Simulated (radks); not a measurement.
**Ge⁺ in [Ar] 3d10 4s2 4p1: an all-electron calculation**

The task here is to estimate one member of a computed series from the others.

Method: non-relativistic Kohn-Sham, AM05, spin-polarised, spherical densities, point nucleus; open shells are filled with parallel spins first. Code: radks (a radial shooting solver on a logarithmic mesh, Libxc functionals) version 1.

## What is computed

```
element       : germanium (Z = 32)
charge        : +1
electrons     : 31
configuration : [Ar] 3d10 4s2 4p1
```

Outer shells as boxes (Hund's rule):

Ge⁺
```
[Ar] core
3d [↑↓][↑↓][↑↓][↑↓][↑↓]
4s [↑↓]
4p [↑ ][  ][  ]
```

The first run:

The run's settings:

```text
Z 32
configuration [Ar] 3d10 4s2 4p1 5s0 4d0
relativity non-relativistic
functional am05,am05
spin polarised
nucleus point
```

Run with:

```sh
python run_ks.py task.json out
```

The same process makes all the runs of this session.

One of the session's tables, all rows but one given; the rest of the session is left out.

It belongs to the step «Shells». Radial moments (bohr):

| level | <r> | outermost maximum (interpolated) | 90 % within | nodes |
| --- | --- | --- | --- | --- |
| 1s up | 0.04791 | 0.0316 | 0.0853 | 0 |
| 1s down | 0.04791 | 0.0316 | 0.0853 | 0 |
| 2s up | 0.2141 | 0.180 | 0.331 | 1 |
| 2s down | 0.2141 | 0.180 | 0.331 | 1 |
| 2p up | 0.1854 | 0.143 | 0.302 | 0 |
| 2p down | 0.1854 | 0.143 | 0.302 | 0 |
| 3s up | 0.6361 | 0.552 | 0.951 | 2 |
| 3s down | 0.6360 | 0.552 | 0.951 | 2 |
| 3p up | ? | ? | ? | ? |
| 3p down | 0.6522 | 0.547 | 1.00 | 1 |
| 3d up | 0.7324 | 0.501 | 1.24 | 0 |
| 3d down | 0.7294 | 0.501 | 1.24 | 0 |
| 4s up | 2.062 | 1.75 | 3.07 | 3 |
| 4s down | 2.057 | 1.73 | 3.08 | 3 |
| 4p up | 2.534 | 2.10 | 3.84 | 2 |
| 4p down | 2.574 | 2.09 | 3.95 | 2 |

**Question.** Estimate the row for 3p up.

The run gave: <r>: 0.6524; outermost maximum (interpolated): 0.547; 90 % within: 1.00; nodes: 1. In the column «<r>» it lies between 3p down (0.6522) and 3d down (0.7294).

To keep in mind: Open shells are spherical and high-spin; term and fine-structure splittings are not resolved.
